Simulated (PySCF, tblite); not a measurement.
# C5H5N2Si radical: geometry, infrared bands and EPR parameters

What infrared bands and EPR parameters should C5H5N2Si radical (`N#C[SiH2][C@@H]1[CH][C@H]1C#N`) show?

Programs: tblite 0.8.0 and PySCF 2.14.0, with density-fitted response routines of our own. Each step states its level of theory. These are calculated values for one molecule in the gas phase, unless marked as measured. Atoms count from 0, in the outputs and in this text.

### 1 The molecule as given

13 atoms, charge 0, multiplicity 2; geometry from: force field or distance geometry start.

Bonds of the start (Å): N0–C1 1.16, C1–Si2 1.83, Si2–C3 1.83, C3–C4 1.51, C4–C5 1.51, C5–C6 1.47, C6–N7 1.17, C5–C3 1.48, Si2–H8 1.47, Si2–H9 1.45, C3–H10 1.13, C4–H11 1.12, C5–H12 1.09.

### 2 Geometry optimisation with GFN2-xTB

What the job is given:

```
{"job": {"kind": "relax", "xc": "GFN2-xTB", "basis": "xTB"}, "charge": 0, "multiplicity": 2}
N     -3.639200     0.656300     0.732100
C     -2.751600     0.076700     0.249600
Si    -1.355500    -0.855100    -0.490600
C      0.190100    -0.216100     0.254800
C      0.388800     1.273800     0.401000
C      1.266600     0.444100    -0.511300
C      2.621000     0.221500     0.011000
N      3.695300     0.054200     0.450500
H     -1.527800    -2.273200    -0.137100
H     -1.453200    -0.715900    -1.933200
H      0.511600    -0.806500     1.159200
H      0.845000     1.558000     1.386100
H      1.204400     0.582700    -1.589900
```

Run with:

```
OMP_NUM_THREADS=1 python probes_run.py task.json out
```

The driver reads the jobs from task.json and runs them one after another.

**Question.** This job is followed by: GFN2-xTB harmonic vibrations, gas phase; UKS B3LYP, pcH-1 on C H N Si, non-relativistic, mean-field spin-orbit, GIAO. Predict these results of the whole session: strongest single infrared mode (GFN2-xTB); zero-point energy (GFN2-xTB); g(iso) (B3LYP); ⟨S²⟩; largest a(iso); surface potential, 1st and 99th percentile.

The runs gave:

```
                                 quantity                  value
strongest single infrared mode (GFN2-xTB)  2378 cm⁻¹, 299 km/mol
             zero-point energy (GFN2-xTB)          49.9 kcal/mol
                           g(iso) (B3LYP)                2.00249
                                     ⟨S²⟩     0.753 (exact 0.75)
                           largest a(iso)   13C on C4, 279.8 MHz
    surface potential, 1st and 99th percentile     -1.60 V and 2.06 V
```

Relaxing lowered the energy by 0.564 eV in 111 steps; the close pair that moved most is Si2–C3, from 1.831 to 1.899 Å. All 33 modes are real, so the xTB geometry is a minimum. The strongest single mode, at 2378 cm⁻¹, moves mainly C6 and N7. GFN2-xTB is a fitted tight-binding method: band positions and strengths are rough. Its intensities can rank the bands wrongly. C4 carries the largest spin population, 0.95 e. The isotropic g lies 0.2 ppt above the free-electron value.
